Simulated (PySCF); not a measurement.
# InBi: from the state search to spectroscopic constants

One table from this session's results is given with a row withheld; the runs are named, their logs left out.

Method: In def2-SVP with ECP28, Bi def2-SVP with ECP60, scalar-relativistic core potentials; program: PySCF 2.14.0.

Set-up of the first run:

Settings of the job:

```yaml
atoms: In, Bi
charge: 0
basis: In def2-SVP with ECP28, Bi def2-SVP with ECP60
Hamiltonian: scalar-relativistic core potentials
basis_functions: 52
electrons_treated: 44
masses_in_u: 114.9039, 208.9804
levels: PBE0, PBE, r²SCAN, LDA, MN15, PBEsol, HSE06, HF, MP2, SCS-MP2, CCSD, CCSD(T)
grid: 80 radial by 434 angular points
occupations: held fixed by the projection of orbital angular momentum
dissociation_limit: In + Bi, each in its ground configuration
starting_distance_in_angstrom: 2.850
values_of_2S_to_try: 0, 2, 4
```

Command:

```
$ OMP_NUM_THREADS=1 python dia.py task.json out
```

Among the steps run: The job; The PBE0 curve of the state that the search chose; Higher solutions at PBE0; PBE (GGA); r²SCAN (meta-GGA); LDA (local density); MN15; PBEsol (GGA); HSE06 (range-separated hybrid); UHF (mean field); MP2 and coupled cluster.

One table of the session follows, with a row left open; its other results are not shown here.

It belongs to the step «The curves together». Energy (eV) from each level's lowest point:

```
R (Å)    UHF  UHF-MP2  UHF-SCS-MP2  UHF-CCSD  UHF-CCSD(T)
2.610  0.717    0.639        0.679       n/a          n/a
2.732  0.338    0.279        0.307     0.313        0.315
2.853  0.123    0.085        0.102     0.106        0.107
2.944  0.039    0.018        0.026     0.029        0.029
3.035  0.002    0.000        0.000     0.000        0.000
3.126  0.000    0.021        0.014     0.007        0.007
3.248  0.033    0.099        0.083     0.058        0.057
3.399      ?        ?            ?         ?            ?
3.581  0.183    0.458        0.429     0.323        0.324
3.824  0.268    0.678        0.643       n/a          n/a
```

Q: Estimate the row for R (Å) = 3.399 from the others.

Worked estimate for «UHF». A straight line through the neighbours (3.248, 0.033) and (3.581, 0.183) gives 0.033 + (0.183 − 0.033) × (3.399 − 3.248) / (3.581 − 3.248) = 0.101; a parabola fitted to 4 rows on both sides gives 0.104.

As computed: UHF: 0.101; UHF-MP2: 0.253; UHF-SCS-MP2: 0.229; UHF-CCSD: 0.164; UHF-CCSD(T): 0.163. In «UHF» the line misses by 0.000 and the parabola by +0.003.
